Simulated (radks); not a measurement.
# Taking charge from the 5s level of In⁺ in fractions

One table from this session's results is given with a row withheld; the runs are named, their logs left out.

Program: radks (a radial shooting solver on a logarithmic mesh, Libxc functionals) version 1. Level of theory: scalar-relativistic Kohn-Sham, LDA (Slater exchange, Perdew-Wang correlation), spin-polarised, spherical densities, finite nucleus. These are calculated values, not measurements, unless marked.

## What is computed

| Item | Value |
| --- | --- |
| element | indium (Z = 49) |
| charge | +1 |
| electrons | 48 |
| configuration | [Kr] 4d10 5s(up 1, down 1) |
| nuclear rms radius | 4.6156 fm |

A shell typed twice in an input gives spin up, then spin down.

Set-up of the first run:

Settings of this run:

```text
Z 49
configuration [Kr] 4d10 5s1 5s1
relativity scalar-relativistic
functional lda,pw
spin polarised
nucleus finite rms 4.6156 fm
c 137.035999084
```

Among the steps run: Start: [Kr] 4d10 5s(up 1, down 1).

One table of the session follows, with a row left open; its other results are not shown here.

Sizes of the orbitals, from the radial functions (bohr):

| level | <r> | outermost maximum (interpolated) | 90 % within | nodes |
| --- | --- | --- | --- | --- |
| 2p | 0.1122 | 0.0869 | 0.183 | 0 |
| 3s | 0.3492 | 0.316 | 0.514 | 2 |
| 3p | 0.3476 | 0.309 | 0.523 | 1 |
| 3d | ? | ? | ? | ? |
| 4s | 0.8476 | 0.769 | 1.23 | 3 |
| 4p | 0.9216 | 0.815 | 1.36 | 2 |
| 4d | 1.180 | 0.931 | 1.86 | 1 |
| 5s | 2.464 | 2.10 | 3.63 | 4 |

Q: Estimate the row for 3d from the others.

The run gave: <r>: 0.3246; outermost maximum (interpolated): 0.258; 90 % within: 0.512; nodes: 0. In the column «<r>» it lies between 2p (0.1122) and 3p (0.3476).
